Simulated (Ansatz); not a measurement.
# BBrClH3OSi: basis-set convergence

One table from this session's results is given with a row withheld; the runs are named, their logs left out.

Method: one geometry, several basis sets; program: Ansatz 0.2.0, Gaussian basis.

The runs, in order: PBE0-D4/def2-SVP; ωB97M-V/def2-SVP; PBE0-D4/def2-QZVPP; ωB97M-V/def2-QZVPP; the functionals' def2-TZVPP values are taken from earlier runs.

### The geometry

All runs share one geometry, relaxed beforehand with PBE0-D4 in a triple-zeta def2 set.

SMILES `[SiH3]OB(Cl)Br`, 8 atoms, charge 0, spin multiplicity 1.

Atoms are counted from 1 here; the program's logs count them from 0.

Bond lengths: Si1–O2 1.670 Å, Si1–H6 1.481 Å, Si1–H7 1.481 Å, Si1–H8 1.479 Å, O2–B3 1.329 Å, B3–Cl4 1.748 Å, B3–Br5 1.932 Å. Angles: O2–Si1–H6 109.4°, O2–Si1–H7 109.3°, O2–Si1–H8 105.5°, H6–Si1–H7 110.8°, H6–Si1–H8 110.8°, H7–Si1–H8 110.8°, Si1–O2–B3 133.7°, O2–B3–Cl4 120.4°, O2–B3–Br5 120.9°, Cl4–B3–Br5 118.8°.

Set-up of the first run:

in.yaml reads:

```yaml
crystal:
  periodic: [false, false, false]
  atoms:
    - {symbol: Si, position_ang: [-0.995056, -0.649962, -0.448843]}
    - {symbol: O, position_ang: [-0.137054, 0.231607, 0.680382]}
    - {symbol: B, position_ang: [1.076041, 0.775107, 0.691539]}
    - {symbol: Cl, position_ang: [1.640642, 1.646892, 2.097235]}
    - {symbol: Br, position_ang: [2.246416, 0.619549, -0.837781]}
    - {symbol: H, position_ang: [-1.171081, 0.161276, -1.675034]}
    - {symbol: H, position_ang: [-0.267304, -1.904648, -0.747005]}
    - {symbol: H, position_ang: [-2.300505, -0.936820, 0.183707]}
basis:
  gaussian: {orbitals: def2-SVP}
hamiltonian: {xc: pbe0, dispersion: d4}
output: {orbitals: {seedname: orbitals}}
```

Steps of the session up to this table: PBE0-D4 in def2-SVP; ωB97M-V in def2-SVP; PBE0-D4 in def2-QZVPP; ωB97M-V in def2-QZVPP.

One table of the session follows, with a row left open; its other results are not shown here.

It belongs to the step «Density functionals: the series». 

| functional | basis | HOMO (eV) |
| --- | --- | --- |
| PBE0-D4 | def2-SVP | -8.39 |
| PBE0-D4 | def2-TZVPP | -8.53 |
| PBE0-D4 | def2-QZVPP | -8.55 |
| ωB97M-V | def2-SVP | ? |
| ωB97M-V | def2-TZVPP | -10.76 |
| ωB97M-V | def2-QZVPP | -10.79 |

**Question.** Estimate the row for ωB97M-V, def2-SVP.

As computed: HOMO (eV): -10.59. In the column «HOMO (eV)» it lies between ωB97M-V, def2-TZVPP (-10.76) and PBE0-D4, def2-QZVPP (-8.55).
